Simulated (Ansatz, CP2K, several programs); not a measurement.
Energy against volume for an ordered 6-atom cell of In3SbAs2 on the zincblende lattice (Imm2), at fixed shape and fractional coordinates, computed by several methods (PBE and r2SCAN, where shown, with plane waves in Ansatz); the cell shown is that of r2SCAN. With free coordinates or axes held, a curve is too stiff, and on another method's shape its minimum isn't the method's own volume. Space group Imm2 (No. 44), orthorhombic; conventional cell a = 4.427 Å, b = 13.281 Å, c = 6.252 Å, 30.64 Å³ an atom. As is surrounded by 4 In at 2.65–2.67 Å; In is surrounded by 3 As at 2.65–2.67 Å and 1 Sb at 2.83 Å; Sb is surrounded by 4 In at 2.80–2.83 Å; In is surrounded by 2 As at 2.65 Å and 2 Sb at 2.80 Å. Note: simulated data, non-magnetic, for a generated structure that need not be the stable one. Energies count from each curve's lowest point; fits are third-order Birch-Murnaghan.

```
As In Sb
1.0
    -2.21374    6.64060    3.12598
     2.21374   -6.64060    3.12598
     2.21374    6.64060   -3.12598
As In Sb
2 3 1
Direct
  0.33245 0.00072 0.33173
  0.66899 0.00072 0.66827
  0.56452 0.73927 0.82525
  0.91402 0.73927 0.17475
  0.27207 0.77207 0.50000
  0.99795 0.99795 0.00000
```

light PBE (260 eV, its own mesh), on the shape of the cell shown:
```csv
V (Å³/atom),E (meV/atom)
28.185,84.37
29.410,36.71
30.636,12.44
31.861,5.61
33.087,0.00
34.312,24.11
```
The points scatter about a smooth fit, as a low cutoff and a light mesh can make them, so no fit is quoted.

Question: PBE/DZVP (CP2K), on the shape of the cell shown, gives

| V (Å³/atom) | E (meV/atom) |
| --- | --- |
| 26.960 | 159.62 |
| 28.798 | 58.20 |
| 30.636 | 9.97 |
| 32.474 | 0.00 |
| 34.312 | 17.39 |

What equilibrium volume and bulk modulus follow?

Answer: V₀ = 32.13 Å³ an atom and B₀ = 44 GPa.

r2SCAN, on the shape of its own relaxed cell:
```tsv
V (Å³/atom)	E (meV/atom)
28.798	19.90
29.717	4.69
30.636	0.00
31.555	4.27
32.474	16.12
```
V₀ = 30.63 Å³ an atom and B₀ = 52 GPa.

PBE/SZV (CP2K), on the shape of the cell shown:
```
V (Å³/atom)  E (meV/atom)
     26.960        220.93
     28.798         93.21
     30.636         24.83
     32.474          0.00
     34.312          6.74
```
V₀ = 32.93 Å³ an atom and B₀ = 46 GPa.

PBE, on the shape of its own relaxed cell:
```csv
V (Å³/atom),E (meV/atom)
29.882,17.62
30.836,4.12
31.789,0.00
32.743,3.75
33.697,14.11
```
V₀ = 31.78 Å³ an atom and B₀ = 44 GPa.
